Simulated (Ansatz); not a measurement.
# Ba3P5: the cost of one run

Computed with Ansatz 0.2.0 (DFT PBE, scalar-relativistic, plane waves, PAW, unless a step's input says otherwise).

**1. The system as given**

Symmetry: Pm-3m, No. 221, cubic system. The conventional cell has a = 6.062 Å, b = 6.062 Å, c = 6.062 Å, α = 90.00°, β = 90.00°, γ = 90.00°. Around Ba (site symmetry 4/mmm) lie 6 P at 3.03 Å. P (site symmetry m-3m) is surrounded by 6 Ba at 3.03 Å. P (site symmetry 4/mmm) has 4 Ba at 3.03 Å and 2 P at 3.03 Å as nearest neighbours. Around P (site symmetry m-3m) lie 6 P at 3.03 Å.

Structure file:

```xyz
8
Lattice="6.0620 0.0000 0.0000 0.0000 6.0620 0.0000 0.0000 0.0000 6.0620" Properties=species:S:1:pos:R:3 pbc="T T T"
Ba    0.0000    3.0310    3.0310
Ba    3.0310    0.0000    3.0310
Ba    3.0310    3.0310    0.0000
P     3.0310    3.0310    3.0310
P     3.0310    0.0000    0.0000
P     0.0000    3.0310    0.0000
P     0.0000    0.0000    3.0310
P     0.0000    0.0000    0.0000
```

Recipe of the guess: random cell by space group and Wyckoff sites (Pm-3m, No. 221). Its size is a rough estimate.

**2. A first look at the guess**

input.yaml

```yaml
crystal:
  lattice:
    - [6.06200881, 0.0, 0.0]
    - [0.0, 6.06200881, 0.0]
    - [0.0, 0.0, 6.06200881]
  atoms:
    - { symbol: Ba, position: [0.0, 0.5, 0.5] }
    - { symbol: Ba, position: [0.5, 0.0, 0.5] }
    - { symbol: Ba, position: [0.5, 0.5, 0.0] }
    - { symbol: P, position: [0.5, 0.5, 0.5] }
    - { symbol: P, position: [0.5, 0.0, 0.0] }
    - { symbol: P, position: [0.0, 0.5, 0.0] }
    - { symbol: P, position: [0.0, 0.0, 0.5] }
    - { symbol: P, position: [0.0, 0.0, 0.0] }
basis:
  ecutwfc: 420
kpoints:
  mp_grid: { grid: [4, 4, 4] }
hamiltonian:
  xc: pbe
scf:
  occupations: { method: gaussian, width: 0.1 }
  lower_state_search: "off"
output:
  forces: true
  stress: true
  eigenvalues: true
```

Started as:

```sh
$ ansatz run input.yaml --threads 1 --pin off --max-ram 2048MiB --backend cpu --events-out ev --progress --plain --runs-dir out
```

**Question.** How long does this run take on 1 thread of Arm Neoverse V1, shared host, and how much memory does it need?

About 6.4 s, with a peak of 0.43 GiB.
